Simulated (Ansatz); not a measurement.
# FH2MoNS2: basis-set convergence

The task here is to estimate one member of a computed series from the others.

Method: one geometry, several basis sets; program: Ansatz 0.2.0, Gaussian basis.

The runs, in order: PBE0-D4/def2-SVP; ωB97M-V/def2-SVP; PBE0-D4/def2-QZVPP; ωB97M-V/def2-QZVPP; the functionals' def2-TZVPP values are taken from earlier runs.

### The geometry

An earlier PBE0-D4 in a triple-zeta def2 set relaxation fixed the geometry. Mo takes the def2 core potential; no spin-orbit term is included.

SMILES `[NH2][Mo]([F])(=[S])=[S]`, 7 atoms, charge 0, spin multiplicity 1.

Atoms are counted from 1 here; the program's logs count them from 0.

Bond lengths: N1–Mo2 1.898 Å, N1–H6 1.010 Å, N1–H7 1.010 Å, Mo2–F3 1.846 Å, Mo2–S4 2.096 Å, Mo2–S5 2.096 Å. Angles: Mo2–N1–H6 123.4°, Mo2–N1–H7 123.4°, H6–N1–H7 112.2°, N1–Mo2–F3 110.4°, N1–Mo2–S4 107.5°, N1–Mo2–S5 107.5°, F3–Mo2–S4 110.4°, F3–Mo2–S5 110.4°, S4–Mo2–S5 110.5°.

As a file:

```
N    -0.64952    0.87516    0.46733
Mo    0.42296   -0.55027   -0.18146
F     1.26156   -1.41422    1.21737
S    -0.83904   -1.87462   -1.20548
S     1.84224    0.27120   -1.48761
H    -1.64066    0.79038    0.64075
H    -0.33614    1.83438    0.50350
```

Set-up of the first run:

in.yaml reads:

```yaml
crystal:
  periodic: [false, false, false]
  atoms:
    - {symbol: N, position_ang: [-0.649520, 0.875156, 0.467330]}
    - {symbol: Mo, position_ang: [0.422965, -0.550273, -0.181456]}
    - {symbol: F, position_ang: [1.261559, -1.414224, 1.217372]}
    - {symbol: S, position_ang: [-0.839040, -1.874621, -1.205484]}
    - {symbol: S, position_ang: [1.842236, 0.271203, -1.487609]}
    - {symbol: H, position_ang: [-1.640657, 0.790383, 0.640750]}
    - {symbol: H, position_ang: [-0.336140, 1.834376, 0.503498]}
basis:
  gaussian: {orbitals: def2-SVP}
hamiltonian: {xc: pbe0, dispersion: d4}
output: {orbitals: {seedname: orbitals}}
```

Launch:

```
> ansatz run in.yaml --threads 4 --pin off --events-out ev --progress --plain --max-ram 10444MiB
```

Steps of the session up to this table: PBE0-D4 in def2-SVP; ωB97M-V in def2-SVP; PBE0-D4 in def2-QZVPP; ωB97M-V in def2-QZVPP.

One table of the session follows, with a row left open; its other results are not shown here.

It belongs to the step «Functionals by basis». 

| functional | basis | HOMO (eV) | LUMO (eV) |
| --- | --- | --- | --- |
| PBE0-D4 | def2-SVP | -7.43 | -3.23 |
| PBE0-D4 | def2-TZVPP | ? | ? |
| PBE0-D4 | def2-QZVPP | -7.45 | -3.28 |
| ωB97M-V | def2-SVP | -9.36 | -1.20 |
| ωB97M-V | def2-TZVPP | -9.40 | -1.29 |
| ωB97M-V | def2-QZVPP | -9.43 | -1.32 |

Q: Estimate the row for PBE0-D4, def2-TZVPP from the others.

**Answer.** HOMO (eV): -7.44; LUMO (eV): -3.27. In the column «HOMO (eV)» it lies between PBE0-D4, def2-QZVPP (-7.45) and PBE0-D4, def2-SVP (-7.43).
